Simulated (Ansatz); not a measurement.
2 structures of RbBH4: a ranking of polymorphs by energy, run with Ansatz 0.2.0, Python API.

`run_polymorphs.py`:
```python
import ansatz as az
from ase import Atoms
import numpy as np


def solve(name, crystal):
    calc = (
        crystal.calculation()
        .functional("r2scan")
        .basis(45 * az.Ry)
        .scf(tolerance=1e-09)
        .kpoints(spacing=0.3)
        .occupations("fixed")
        .stress()
        .band_table()
    )
    return calc.run()


def gap_ev(outcome):
    # nan where the run reports no band edges: a metal, overlapping bands, or a gap that is small against the smearing
    edges = outcome.report.get("band_edges_ev")
    return edges[1] - edges[0] if edges else float("nan")


def pressure_gpa(outcome):
    return float(np.trace(outcome.report["stress_gpa"]) / 3)


def volume_per_atom(outcome):
    return abs(np.linalg.det(outcome.lattice.cell_ang)) / len(outcome.lattice.sites)


def main() -> None:
    phases = {}
    atoms = Atoms(
        ["Rb", "B", "H", "H", "H", "H"],
        scaled_positions=[
            (0.0, 0.0, 0.0),
            (0.5, 0.5, 0.5),
            (0.602415, 0.602415, 0.602415),
            (0.192754, 0.602415, 0.602415),
            (0.602415, 0.602415, 0.192754),
            (0.602415, 0.192754, 0.602415),
        ],
        cell=[
            (0.0, 3.45324, 3.45324),
            (3.45324, 0.0, 3.45324),
            (3.45324, 3.45324, 0.0),
        ],
        pbc=True,
    )
    f_43m = az.Crystal.from_ase(atoms)
    phases["F-43m"] = f_43m
    c222 = (
        az.Lattice.of((2.56715, -2.68395, 0.0), (2.56715, 2.68395, 0.0), (0.0, 0.0, 3.9098))
        .atom("Rb", (0.0, 0.0, 0.0))
        .atom("B", (0.5, 0.5, 0.5))
        .atom("H", (0.741, 0.501, 0.673))
        .atom("H", (0.259, 0.499, 0.673))
        .atom("H", (0.499, 0.259, 0.327))
        .atom("H", (0.501, 0.741, 0.327))
    )
    phases["C222"] = c222

    done = {name: solve(name, crystal) for name, crystal in phases.items()}

    energy = {name: o.report["energy_sigma0_ev"] / len(o.lattice.sites) for name, o in done.items()}
    lowest = min(energy.values())
    rows = [(name, len(o.lattice.sites), 1000 * (energy[name] - lowest), gap_ev(o), pressure_gpa(o), volume_per_atom(o)) for name, o in done.items()]
    rows.sort(key=lambda row: row[2])
    print("     phase       atoms  dE (meV/atom)    gap (eV)     P (GPa)  V (A^3/atom)")
    for row in rows:
        print(f"{str(row[0]):>10}  {row[1]:10d}  {row[2]:13.1f}  {row[3]:10.2f}  {row[4]:10.2f}  {row[5]:12.3f}")


if __name__ == "__main__":
    main()
```

Which of these structures comes out lowest, and how far apart are they?

By space group at the end of each run: F-43m (+0 meV an atom, 13.7 Å³) and C222 (+245 meV an atom, 9.0 Å³).

What the script printed:

```console
$ python run_polymorphs.py
DeckWarning: the atoms were moved onto the symmetric positions of the space group found under crystal.symmetry.tolerance 1.0e-5 (fractional; no operation is sought that the atoms, as they stand in a round, miss by more than twice it, and no atom is moved by as much as it), and the run uses the moved positions. Before a round's move an operation carried an atom to 3.26e-6 Å from where it should land, the largest such distance. Atom 2 (counting from 0) moved farthest, by 2.99e-6 Å; the longest [...]
DeckWarning: output.stress: scf.convergence.dr2_threshold = 1e-9 eV is looser than the 6e-10 eV advised for a printed stress (1e-10 eV for each atom of the cell: 6). What an SCF threshold leaves in a stress goes as its square root, and in the free energy as the threshold itself, and one threshold admits the most on a small cell: of the crystals measured, under no hybrid functional and no lock of the moments, on runs that ended without the residual-converged pass, on stresses that held no [...]
     phase       atoms  dE (meV/atom)    gap (eV)     P (GPa)  V (A^3/atom)
     F-43m           6            0.0        6.48        0.12        13.726
      C222           6          245.0        5.89       21.28         8.980
```
(Warnings from the package without file and line, shortened.)

Reading the output:
- Semilocal gaps usually lie well under measured ones.
- Pressure is positive in compression.
- The cells come from databases of deposited and of computed structures, and not all need be stable phases.
- Gaps and levels are Kohn-Sham values on a finite set of k-points, without spin-orbit coupling.
- The ranking holds among these structures alone, at zero temperature; the ground state may be another structure. Differences under 10 to 15 meV an atom lie within the error of mesh and functional.
- Finished in 21 s on 1 thread of Arm Neoverse V2 (shared host), peak memory 0.64 GiB.
